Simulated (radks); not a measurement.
# Ga²⁺ in [Ne] 3s2 3p5.5 3d10 4s1 4p0.5: an all-electron calculation

An exercise on one series of results from a longer session: the logs are not shown, and one member is left open.

The numbers are computed with radks (a radial shooting solver on a logarithmic mesh, Libxc functionals) version 1 (scalar-relativistic Kohn-Sham, PW91, spin-polarised, spherical densities, finite nucleus; open shells are filled with parallel spins first), except any that are marked as measured or tabulated.

## Starting point

| Item | Value |
| --- | --- |
| element | gallium (Z = 31) |
| charge | +2 |
| electrons | 29 |
| configuration | [Ne] 3s2 3p5.5 3d10 4s1 4p0.5 |
| nuclear rms radius | 3.9973 fm |

Set-up of the first run:

Settings of this run:

```text
Z 31
configuration [Ne] 3s2 3p5.5 3d10 4s1 4p0.5
relativity scalar-relativistic
functional pw91,pw91
spin polarised
nucleus finite rms 3.9973 fm
c 137.035999084
```

Launch:

```bash
> python run_ks.py task.json out
```

All runs below come from this command, one after another.

One of the session's tables, all rows but one given; the rest of the session is left out.

It belongs to the step «Shells». Radial moments (bohr):

```
  level      <r>  outermost maximum (interpolated)  90 % within  nodes
  1s up  0.04860                            0.0318       0.0868      0
1s down  0.04860                            0.0318       0.0868      0
  2s up   0.2178                             0.182        0.337      1
2s down   0.2178                             0.182        0.337      1
  2p up   0.1906                             0.146        0.311      0
2p down   0.1906                             0.146        0.311      0
  3s up   0.6495                             0.564        0.972      2
3s down   0.6496                             0.564        0.972      2
  3p up   0.6750                             0.565         1.04      1
3p down   0.6748                             0.566         1.04      1
  3d up        ?                                 ?            ?      ?
3d down   0.7723                             0.529         1.31      0
  4s up    2.010                              1.74         2.96      3
4s down    2.012                              1.74         2.96      3
  4p up    2.397                              2.04         3.58      2
4p down    2.391                              2.07         3.54      2
```

Estimate the missing values for 3d up.

**Answer.** <r>: 0.7775; outermost maximum (interpolated): 0.529; 90 % within: 1.32; nodes: 0. In the column «<r>» it lies between 3d down (0.7723) and 4s up (2.010).
